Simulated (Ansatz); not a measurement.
# GeH5NSSi: a ladder of functionals and wavefunction methods

An exercise on one series of results from a longer session: the logs are not shown, and one member is left open.

Computed with Ansatz 0.2.0, Gaussian basis. Level: functionals in def2-TZVPP, the program's frozen cores in correlated methods.

Plan: LDA (SPW92), PBE-D4, revPBE-D4, BLYP-D4, r2SCAN-D4, B97M-V, PBE0-D4, B3LYP-D4, r2SCANh-D4, r2SCAN0-D4, HSE06-D4, BHLYP-D4, CAM-B3LYP-D4, LC-ωPBE, ωB97X-V, ωB97M-V, B2PLYP, PBE-QIDH; CCSD(T)/def2-SVP; CCSD(T)/def2-TZVPP; MP2/def2-QZVPP; extrapolation to the limit; RPA on PBE.

## The relaxed structure

All runs share one geometry, relaxed beforehand with PBE0-D4 in a triple-zeta def2 set.

SMILES `S[SiH]1[NH][GeH2]1`, 9 atoms, charge 0, spin multiplicity 1.

Atoms are counted from 1 here; the program's logs count them from 0.

Bond lengths: S1–Si2 2.132 Å, S1–H5 1.343 Å, Si2–N3 1.687 Å, Si2–Ge4 2.298 Å, Si2–H6 1.487 Å, N3–Ge4 1.890 Å, N3–H7 1.006 Å, Ge4–H8 1.540 Å, Ge4–H9 1.541 Å. Angles: Si2–S1–H5 93.6°, S1–Si2–N3 117.1°, S1–Si2–Ge4 124.9°, S1–Si2–H6 106.7°, N3–Si2–Ge4 54.0°, N3–Si2–H6 121.1°, Ge4–Si2–H6 123.9°, Si2–N3–Ge4 79.7°, Si2–N3–H7 141.8°, Ge4–N3–H7 138.5°, Si2–Ge4–N3 46.3°, Si2–Ge4–H8 123.4°, Si2–Ge4–H9 126.3°, N3–Ge4–H8 112.7°, N3–Ge4–H9 113.2°, H8–Ge4–H9 110.3°.

Set-up of the first run:

in.yaml reads:

```yaml
crystal:
  periodic: [false, false, false]
  atoms:
    - {symbol: S, position_ang: [-1.637766, 0.020911, 1.916281]}
    - {symbol: Si, position_ang: [-0.577033, 0.476628, 0.123447]}
    - {symbol: N, position_ang: [1.107342, 0.393522, 0.183367]}
    - {symbol: Ge, position_ang: [0.743963, -1.004690, -1.035083]}
    - {symbol: H, position_ang: [-2.695729, 0.778785, 1.582816]}
    - {symbol: H, position_ang: [-1.267391, 1.636424, -0.499776]}
    - {symbol: H, position_ang: [1.904036, 0.815645, 0.628731]}
    - {symbol: H, position_ang: [1.145325, -2.387794, -0.490486]}
    - {symbol: H, position_ang: [1.365752, -0.775831, -2.426396]}
basis:
  gaussian: {orbitals: def2-TZVPP}
hamiltonian: {xc: lda}
output: {orbitals: {seedname: orbitals}}
```

Among the steps run: LDA; PBE-D4 (GGA); revPBE-D4 (GGA); BLYP-D4 (GGA); r2SCAN-D4 (meta-GGA); B97M-V (meta-GGA); PBE0-D4 (hybrid); B3LYP-D4 (hybrid); r2SCANh-D4 (hybrid); r2SCAN0-D4 (hybrid); HSE06-D4 (hybrid); BHLYP-D4 (hybrid); CAM-B3LYP-D4 (range-separated); LC-ωPBE (range-separated); ωB97X-V (range-separated); ωB97M-V (range-separated); B2PLYP (double hybrid); PBE-QIDH (double hybrid).

One of the session's tables, all rows but one given; the rest of the session is left out.

It belongs to the step «Orbital energies across the functionals». 

```
  functional  HOMO (eV)  gap (eV)
 LDA (SPW92)      -5.88      4.19
      PBE-D4      -5.78      4.28
   revPBE-D4      -5.73      4.32
     BLYP-D4      -5.63      4.24
   r2SCAN-D4          ?         ?
      B97M-V      -6.07      4.75
     PBE0-D4      -6.82      6.14
    B3LYP-D4      -6.63      5.72
  r2SCANh-D4      -6.40      5.40
  r2SCAN0-D4      -6.97      6.40
    HSE06-D4      -6.43      5.38
    BHLYP-D4      -7.74      7.94
CAM-B3LYP-D4      -8.03      8.35
     LC-ωPBE      -9.30     10.72
     ωB97X-V      -8.99     10.33
     ωB97M-V      -8.81      9.91
```

**Question.** Estimate the row for r2SCAN-D4.

Worked estimate for «HOMO (eV)». Against the share of exact exchange, r2SCANh-D4 (0.1, -6.40), r2SCAN0-D4 (0.25, -6.97) give a slope of -3.80 per unit share; at 0 the line stands at -6.02.

The run gave: HOMO (eV): -6.02; gap (eV): 4.74. In «HOMO (eV)» the line misses by 0.00.
